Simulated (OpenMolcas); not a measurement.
# CCSD(T)/ANO-R1 (sfX2C) run of GaBr (SMILES [Ga][Br])

Aim: the vertical singlet–triplet gap of GaBr at CCSD(T)/ANO-R1 (sfX2C), from 2 runs. 

Program for the calculation: OpenMolcas 26.06.

2 further runs of the same task are left out: 2 that didn't finish.

## Step 1: The structure to begin with

The species is GaBr (2 atoms), meant as a singlet with charge 0. As SMILES, `[Ga][Br]`. The coordinates come from a PBE0-D4/def2-TZVP relaxation.

Bond lengths: Ga1–Br2 2.374 Å.

## Step 2: A single-point energy at CCSD(T)/ANO-R1 (sfX2C)

Contents of job.inp:

```
>>> EXPORT MOLCAS_PRINT=2

&GATEWAY
 Coord
 2
 bohr
 Ga     0.00000000     0.00000000     0.02613491
 Br     0.00000000     0.00000000     4.51289275
 Basis
 ANO-R1
 Group
 NoSym

&SEWARD

&SCF
 PrOrbitals
 1 1

&RASSCF
 FileOrb
 $Project.ScfOrb
 Spin
 1
 Nactel
 0 0 0
 Inactive
 33
 Ras2
 0
 OutOrbitals
 Canonical
 OrbListing
 Nothing

&MOTRA
 JobIph
 Frozen
 18

&CCSDT
 CCT
 Triples
 2
 Iterations
 50
 Extrapolation
 5 4
```

Launch:

```
$ export MOLCAS_MEM=1860
$ pymolcas job.inp > job.log
```

Output:

```text
--- Start Module: gateway ---
[...]
--- Stop Module: gateway /rc=_RC_ALL_IS_WELL_ ---
[...]
      Basis functions           78
[...]
       Convergence after  10 Iterations
[...]
::    Total SCF energy                              -4546.8356447031
[...]
      Total spin, S                                     0.0000000000
[...]
      Number of active orbitals                  0
[...]
      Spin quantum number                      0.0
[...]
      Active orbitals                            0
[...]
      Number of CSFs                             1
[...]
      Number of root(s) required                 1
[...]
      Convergence after  4 iterations
[...]
      Natural orbitals and occupation numbers for root  1
      ************************************************************************************************************************
      *                                                    Final results                                                     *
      ************************************************************************************************************************
[...]
::    RASSCF root number  1 Total energy:  -4546.83564470
[...]
      Total electronic charge=   66.000000
      Total            charge=   -0.000000
[...]
      Dipole Moment (debye):
      Origin of the operator (angstrom)=    0.0000    0.0000    1.2812
                   X= -4.7332E-13               Y= -7.3948E-13               Z= -2.6862E+00           Total=  2.6862E+00
      Quadrupole Moment (debye*angstrom):
[...]
--- Start Module: motra ---
[...]
      *** WARNING: Default frozen orbitals is overwritten by user input.
      *** Default values:  28
[...]
--- Stop Module: motra /rc=_RC_ALL_IS_WELL_ ---
--- Start Module: ccsdt ---
[...]
      Convergence after                    14  Iterations
      Total energy (diff) :   -4547.68766865      -0.00000006
[...]
 METHOD                       : CCSD+T(CCSD)+<T3(1)WT1> = CCSD(T)
[...]
       CCSD     =     -4547.6876686475762
[...]
--- Stop Module: ccsdt /rc=_RC_ALL_IS_WELL_ ---
[...]
```

It took 31 s on 1 thread of Arm Neoverse V2, shared host; peak memory 0.46 GiB.

## Step 3: The triplet

Contents of job.inp:

```
>>> EXPORT MOLCAS_PRINT=2

&GATEWAY
  COORD
  2
  bohr
  Ga     0.00000000     0.00000000     0.02613491
  Br     0.00000000     0.00000000     4.51289275
  BASIS=ANO-R1
  GROUP=NoSym

&SEWARD

&SCF
  UHF
  SPIN=3
  PRORBITALS=1 1

&RASSCF
  FILEORB=$Project.UnaOrb
  SPIN=3
  NACTEL=2 0 0
  INACTIVE=32
  RAS2=2
  OUTORBITALS=Canonical
  ORBLISTING=Nothing

&MOTRA
  JOBIPH
  FROZEN=18

&CCSDT
  CCT
  TRIPLES=3
  ITERATIONS=50
  EXTRAPOLATION=5 4
```

Launch:

```
$ export MOLCAS_MEM=1860
$ pymolcas job.inp > job.log
```

Output:

```text
--- Start Module: gateway ---
[...]
--- Stop Module: gateway /rc=_RC_ALL_IS_WELL_ ---
[...]
      Basis functions           78
[...]
       Convergence after  22 Iterations
[...]
::    Total SCF energy                              -4546.7347769447
[...]
      Total spin, S                                     1.0045469687
[...]
      Number of active orbitals                  2
[...]
      Spin quantum number                      1.0
[...]
      Active orbitals                            2
[...]
      Number of CSFs                             1
[...]
      Number of root(s) required                 1
[...]
      Convergence after 11 iterations
[...]
      printout of CI-coefficients larger than  0.05 for root  1
      energy=   -4546.731586
      conf/sym  11     Coeff  Weight
             1  uu   1.00000 1.00000
      Natural orbitals and occupation numbers for root  1
      sym 1:   1.000000   1.000000
      ************************************************************************************************************************
      *                                                    Final results                                                     *
[...]
::    RASSCF root number  1 Total energy:  -4546.73158564
[...]
      Total electronic charge=   66.000000
      Total            charge=   -0.000000
[...]
      Dipole Moment (debye):
      Origin of the operator (angstrom)=    0.0000    0.0000    1.2812
                   X=  5.8984E-08               Y= -6.7746E-09               Z= -2.4227E+00           Total=  2.4227E+00
      Quadrupole Moment (debye*angstrom):
[...]
--- Start Module: motra ---
[...]
      *** WARNING: Default frozen orbitals is overwritten by user input.
      *** Default values:  28
[...]
--- Stop Module: motra /rc=_RC_ALL_IS_WELL_ ---
--- Start Module: ccsdt ---
[...]
      Convergence after                    16  Iterations
      Total energy (diff) :   -4547.56308404      -0.00000008
[...]
 METHOD                       : CCSD+T(CCSD)+<T3(1)WT1>+<T3(1)UT2> = CCSD(T)
[...]
       CCSD     =     -4547.5630840368312
[...]
--- Stop Module: ccsdt /rc=_RC_ALL_IS_WELL_ ---
[...]
```

Run time: 35 s. Hardware: 1 thread of Arm Neoverse V2, shared host; peak memory 0.46 GiB.

## Step 4: Outcome

At CCSD(T)/ANO-R1 (sfX2C), 18 core orbitals frozen:

| quantity | value |
| --- | --- |
| singlet: total energy | -4547.69984 Eh |
| singlet: dipole moment (mean-field density) | 2.69 D |
| singlet: HOMO energy (Hartree–Fock orbitals) | -9.37 eV |
| singlet: LUMO energy (Hartree–Fock orbitals) | 0.90 eV |
| singlet: HOMO–LUMO gap (Hartree–Fock orbitals) | 10.27 eV |
| singlet: correlation energy (18 core orbitals frozen) | -864.2 mEh |
| singlet: (T) correction | -12.17 mEh |
| triplet: total energy | -4547.57448 Eh |
| triplet: (T) correction | -11.39 mEh |
| vertical energy of the triplet above the singlet | 3.411 eV |

What this shows: At this shape the triplet lies 3.41 eV (329 kJ/mol) above the singlet. The triples (singlet) make up 1.4 % of the correlation energy.
